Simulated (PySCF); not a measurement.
**C2H10O2Si2: electronic excitations**

Aim: predict the electronic excitations of C2H10O2Si2 (`O[SiH2]OCC[SiH3]`).

Computed with PySCF 2.14.0, with density-fitted response routines of our own, on a single molecule in the gas phase. Atoms count from 0, in the outputs and in this text.

## Step 1: The molecule as given

16 atoms, charge 0, multiplicity 1; geometry from: GFN2-xTB.

Bonds of the start (Å): O0–Si1 1.62, Si1–O2 1.62, O2–C3 1.40, C3–C4 1.52, C4–Si5 1.90, O0–H6 0.95, Si1–H7 1.47, Si1–H8 1.46, C3–H9 1.10, C3–H10 1.10, C4–H11 1.09, C4–H12 1.09, Si5–H13 1.46, Si5–H14 1.46, Si5–H15 1.46.

## Step 2: TDDFT and polarisability: B3LYP/def2-SVPD

The job: settings as JSON, then the geometry in Å.

```
{"job": {"kind": "uv", "xc": "B3LYP", "basis": "def2-SVPD", "nstates": 8, "ntriplets": 3}, "charge": 0, "multiplicity": 1}
O      3.624723    -0.890785    -0.038974
Si     2.364381     0.112150     0.115232
O      1.134155    -0.848993     0.564042
C     -0.170526    -0.499856     0.918488
C     -0.934777     0.178912    -0.205741
Si    -2.741265     0.547894     0.250211
H      3.624808    -1.722173     0.428907
H      2.614417     1.120927     1.148289
H      2.195379     0.714846    -1.202214
H     -0.670179    -1.431727     1.207055
H     -0.141247     0.159084     1.795640
H     -0.887416    -0.461802    -1.087696
H     -0.412830     1.101917    -0.464248
H     -3.432957    -0.701035     0.576584
H     -2.784171     1.439657     1.411497
H     -3.390095     1.189925    -0.893515
```

With the program's defaults for keys left out, this is: TDDFT B3LYP/def2-SVPD, vertical, gas phase, core orbitals frozen in the response.

Command:

```console
$ OMP_NUM_THREADS=1 python probes_run.py task.json out
```

One launch serves the whole session: the jobs run in the order shown.

Predict these results of the whole session: lowest singlet (B3LYP/def2-SVPD); brightest single state of those computed; lowest triplet.

As calculated:

```
                                quantity                        value
        lowest singlet (B3LYP/def2-SVPD)  6.93 eV (179 nm), f = 0.003
brightest single state of those computed  state 6, 7.87 eV, f = 0.059
                          lowest triplet                      6.71 eV
```

What this shows: The lowest singlet, at 6.93 eV, is HOMO→LUMO 0.82, HOMO→LUMO+1 0.13 and is weak; of the 8 states computed, the strongest absorption comes from state 6 at 7.87 eV. The lowest triplet lies 0.22 eV below the lowest singlet (triplets in Tamm-Dancoff, singlets in full TDDFT).
